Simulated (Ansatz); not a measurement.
# AlBrH₃NO: how energies converge with the basis set

An exercise on one series of results from a longer session: the logs are not shown, and one member is left open.

The runs use Ansatz 0.2.0, Gaussian basis; one geometry, several basis sets.

The runs, in order: PBE0-D4/def2-SVP; ωB97M-V/def2-SVP; PBE0-D4/def2-QZVPP; ωB97M-V/def2-QZVPP; the functionals' def2-TZVPP values are taken from earlier runs.

### Structure used throughout

All runs share one geometry, relaxed beforehand with PBE0-D4 in a triple-zeta def2 set.

SMILES `[NH2][Al]([OH])[Br]`, 7 atoms, charge 0, spin multiplicity 1.

Atoms are counted from 1 here; the program's logs count them from 0.

Bond lengths: N1–Al2 1.755 Å, N1–H5 1.006 Å, N1–H6 1.007 Å, Al2–O3 1.686 Å, Al2–Br4 2.245 Å, O3–H7 0.955 Å. Angles: Al2–N1–H5 125.9°, Al2–N1–H6 123.4°, H5–N1–H6 110.7°, N1–Al2–O3 124.3°, N1–Al2–Br4 118.5°, O3–Al2–Br4 117.2°, Al2–O3–H7 124.7°.

The first run:

The input, in.yaml:

```yaml
crystal:
  periodic: [false, false, false]
  atoms:
    - {symbol: N, position_ang: [-0.466386, 1.129803, 0.094811]}
    - {symbol: Al, position_ang: [-0.099936, -0.565625, -0.175130]}
    - {symbol: O, position_ang: [1.383817, -1.285151, 0.176417]}
    - {symbol: Br, position_ang: [-1.697830, -1.880318, -1.044946]}
    - {symbol: H, position_ang: [0.163190, 1.815363, 0.476889]}
    - {symbol: H, position_ang: [-1.357532, 1.545641, -0.120134]}
    - {symbol: H, position_ang: [2.135880, -0.827615, 0.546393]}
basis:
  gaussian: {orbitals: def2-SVP}
hamiltonian: {xc: pbe0, dispersion: d4}
output: {orbitals: {seedname: orbitals}}
```

The run is started by

```bash
$ ansatz run in.yaml --threads 2 --pin off --events-out ev --progress --plain --max-ram 32768MiB --backend cpu
```

Steps of the session up to this table: PBE0-D4 in def2-SVP; ωB97M-V in def2-SVP; PBE0-D4 in def2-QZVPP; ωB97M-V in def2-QZVPP.

One table of the session follows, with a row left open; its other results are not shown here.

It belongs to the step «Density functionals: the series». 

| functional | basis | HOMO (eV) |
| --- | --- | --- |
| PBE0-D4 | def2-SVP | -7.50 |
| PBE0-D4 | def2-TZVPP | -7.73 |
| PBE0-D4 | def2-QZVPP | ? |
| ωB97M-V | def2-SVP | -9.86 |
| ωB97M-V | def2-TZVPP | -10.12 |
| ωB97M-V | def2-QZVPP | -10.18 |

Q: Estimate the row for PBE0-D4, def2-QZVPP from the others.

As computed: HOMO (eV): -7.79. In the column «HOMO (eV)» it lies between ωB97M-V, def2-SVP (-9.86) and PBE0-D4, def2-TZVPP (-7.73).
